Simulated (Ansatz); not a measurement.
# GeH₃F (SMILES [F][GeH3]): a rigid scan of the angle H4–Ge2–H3

One table from this session's results is given with a row withheld; the runs are named, their logs left out.

Method: single points in def2-TZVPP; program: Ansatz 0.2.0, Gaussian basis.

Levels: PBE-D4, r2SCAN-D4, PBE0-D4, B3LYP-D4, wB97M-V, Hartree-Fock, MP2, CCSD, CCSD(T). The scan takes 94.5, 99.0, 103.5, 108.0, 112.5, 117.0, 121.5, 126.0, 130.5°.

Correlated methods freeze the cores. Filled d shells of the heavier atoms are correlated. B3LYP uses VWN-RPA correlation.

19 further runs of the same task are left out: 19 set aside as unsound or not needed.

## The system as given

The minimum, relaxed at PBE0-D4: SMILES `[F][GeH3]`, 5 atoms, charge 0, spin multiplicity 1.

Atoms are counted from 1 here; the program's logs count them from 0.

Bond lengths: F1–Ge2 1.742 Å, Ge2–H3 1.533 Å, Ge2–H4 1.533 Å, Ge2–H5 1.533 Å. Angles: F1–Ge2–H3 106.2°, F1–Ge2–H4 106.2°, F1–Ge2–H5 106.3°, H3–Ge2–H4 112.5°, H3–Ge2–H5 112.5°, H4–Ge2–H5 112.5°.

Coordinates:

```mol
FGeH3
  3D, bonds by distance, orders not assigned

  5  4  0  0  0  0  0  0  0  0999 V2000
   -1.0465    0.4743    1.1622 F   0  0
    0.0682   -0.0416   -0.0728 Ge  0  0
    1.3310   -0.5120    0.6586 H   0  0
   -0.6278   -1.1780   -0.8312 H   0  0
    0.3251    1.1836   -0.9581 H   0  0
  1  2  8  0
  2  3  8  0
  2  4  8  0
  2  5  8  0
M  END
```

Energies of the minimum (eV), from earlier single points: PBE-D4 -59274.53696, r2SCAN-D4 -59284.48976, PBE0-D4 -59276.09064, B3LYP-D4 -59287.40475, wB97M-V -59281.74909, CCSD(T) -59243.81326.

At the minimum the angle H4–Ge2–H3 is 112.5°.

Set-up of the first run:

File ccsdt-tzvpp/in.yaml:

```yaml
crystal:
  periodic: [false, false, false]
  atoms:
    - {symbol: F, position_ang: [-1.046516, 0.474322, 1.162189]}
    - {symbol: Ge, position_ang: [0.068240, -0.041635, -0.072839]}
    - {symbol: H, position_ang: [1.330973, -0.512009, 0.658635]}
    - {symbol: H, position_ang: [-0.260718, -1.424885, -0.646613]}
    - {symbol: H, position_ang: [0.325060, 1.183610, -0.958095]}
basis:
  gaussian: {orbitals: def2-TZVPP}
correlation: {method: ccsd_t}
```

The command line of these runs was not kept.

Among the steps run: H4–Ge2–H3 = 94.5°; H4–Ge2–H3 = 99.0°; H4–Ge2–H3 = 103.5°; H4–Ge2–H3 = 108.0°; H4–Ge2–H3 = 112.5°; H4–Ge2–H3 = 117.0°; H4–Ge2–H3 = 121.5°; H4–Ge2–H3 = 126.0°; H4–Ge2–H3 = 130.5°.

One table of the session follows, with a row left open; its other results are not shown here.

It belongs to the step «The curves». Energies less that of the minimum at the same level (eV):

| angle (°) | PBE-D4 | PBE0-D4 | B3LYP-D4 | wB97M-V | Hartree-Fock |
| --- | --- | --- | --- | --- | --- |
| 94.5 | 0.200 | 0.213 | 0.214 | 0.215 | 0.250 |
| 99.0 | 0.112 | 0.119 | 0.120 | 0.120 | 0.139 |
| 103.5 | 0.049 | 0.053 | 0.053 | 0.053 | 0.061 |
| 108.0 | 0.012 | 0.013 | 0.013 | 0.013 | 0.015 |
| 112.5 (minimum) | 0.000 | 0.000 | 0.000 | 0.000 | 0.000 |
| 112.5 | 0.000 | 0.000 | 0.000 | 0.000 | 0.000 |
| 117.0 | 0.013 | 0.013 | 0.013 | 0.013 | 0.015 |
| 121.5 | 0.049 | 0.052 | 0.052 | 0.052 | 0.061 |
| 126.0 | ? | ? | ? | ? | ? |
| 130.5 | 0.195 | 0.205 | 0.206 | 0.206 | 0.241 |

Estimate the missing values for angle (°) = 126.0.

Worked estimate for «PBE-D4». A straight line through the neighbours (121.5, 0.049) and (130.5, 0.195) gives 0.049 + (0.195 − 0.049) × (126.0 − 121.5) / (130.5 − 121.5) = 0.122; a parabola fitted to 3 rows on both sides gives 0.110.

As computed: PBE-D4: 0.110; PBE0-D4: 0.116; B3LYP-D4: 0.116; wB97M-V: 0.116; Hartree-Fock: 0.136. In «PBE-D4» the line misses by +0.012 and the parabola by 0.000.

Limits of these values: A polynomial through the near points puts the CCSD(T) minimum 0.1° below the PBE0-D4 value.
